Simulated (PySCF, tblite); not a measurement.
**CH12OSSi5: geometry, infrared bands and NMR shifts**

What infrared bands and NMR shifts should CH12OSSi5 (`[SiH3]O[SiH2][Si@]1([SiH3])[SiH2]CS1`) show?

The runs use tblite 0.8.0 and PySCF 2.14.0, with density-fitted response routines of our own; the level of theory stands in each step. All values are computed, except where a source is named. Atoms are numbered from 0 throughout.

## Step 1: Starting geometry

20 atoms, charge 0, multiplicity 1; geometry from: force field or distance geometry start.

Bonds of the start (Å): Si0–O1 1.74, O1–Si2 1.69, Si2–Si3 2.23, Si3–Si4 2.22, Si3–Si5 2.24, Si5–C6 1.85, C6–S7 1.80, S7–Si3 2.12, Si0–H8 1.48, Si0–H9 1.47, Si0–H10 1.46, Si2–H11 1.47, Si2–H12 1.47, Si4–H13 1.46, Si4–H14 1.47, Si4–H15 1.47, Si5–H16 1.48, Si5–H17 1.47, C6–H18 1.10, C6–H19 1.10.

## Step 2: Relaxing the molecule with GFN2-xTB

What the job is given:

```
{"job": {"kind": "relax", "xc": "GFN2-xTB", "basis": "xTB"}, "charge": 0, "multiplicity": 1}
Si     3.623900    -1.229400    -0.197500
O      2.104900    -0.631500     0.391100
Si     1.379100     0.255600    -0.854600
Si    -0.773700     0.611400    -0.403200
Si    -1.252300     2.723500     0.079800
Si    -1.711600    -0.853200     1.004100
C     -2.874700    -1.374500    -0.341700
S     -2.152800    -0.392700    -1.669500
H      3.408800    -2.621100    -0.652900
H      4.544800    -1.249200     0.945400
H      4.139000    -0.380000    -1.272100
H      1.471200    -0.447400    -2.142700
H      2.071800     1.546500    -1.007200
H     -0.298900     3.160900     1.099700
H     -1.101800     3.606700    -1.090200
H     -2.601800     2.863500     0.637400
H     -2.414200    -0.186800     2.123200
H     -0.799400    -1.888100     1.501000
H     -2.873500    -2.469300    -0.473600
H     -3.894000    -1.034100    -0.089000
```

Run with:

```sh
$ OMP_NUM_THREADS=1 python probes_run.py task.json out
```

This one command runs all jobs of the session in turn.

**Question.** This job is followed by: GFN2-xTB harmonic vibrations, gas phase; GIAO PBE0/pcSseg-1 NMR shielding, non-relativistic, gas phase. Predict these results of the whole session: strongest single infrared mode (GFN2-xTB); zero-point energy (GFN2-xTB); 13C shifts against TMS (PBE0/pcSseg-1); 1H shifts against TMS (PBE0/pcSseg-1, means over atoms taken as alike); 29Si shifts against TMS (PBE0/pcSseg-1); 17O shifts against H2O (PBE0/pcSseg-1); 33S shifts against CS2 (PBE0/pcSseg-1).

**Answer**, as computed:

```
                                                              quantity                                               value
                             strongest single infrared mode (GFN2-xTB)                               1062 cm⁻¹, 595 km/mol
                                          zero-point energy (GFN2-xTB)                                       71.3 kcal/mol
                                13C shifts against TMS (PBE0/pcSseg-1)                                            15.1 ppm
1H shifts against TMS (PBE0/pcSseg-1, means over atoms taken as alike)  5.76, 5.61, 5.23, 5.13, 4.94, 3.92, 2.81, 2.49 ppm
                               29Si shifts against TMS (PBE0/pcSseg-1)              -24.0, -26.4, -37.5, -39.3, -104.7 ppm
                                17O shifts against H2O (PBE0/pcSseg-1)                                            -0.2 ppm
                                33S shifts against CS2 (PBE0/pcSseg-1)                                            -176 ppm
```

In words: Relaxing lowered the energy by 1.534 eV in 262 steps; the close pair that moved most is Si3–Si4, from 2.219 to 2.359 Å. The lowest mode is slightly imaginary (13i cm⁻¹), a soft motion within the noise of the Hessian, so the minimum is not strictly shown. The strongest single mode, at 1062 cm⁻¹, moves mainly O1. Unscaled tight-binding wavenumbers are off by several per cent, some by more. Its intensities can rank the bands wrongly. At PBE0/pcSseg-1: The largest span, 506 ppm, is at S7, where the paramagnetic term is -379 ppm.
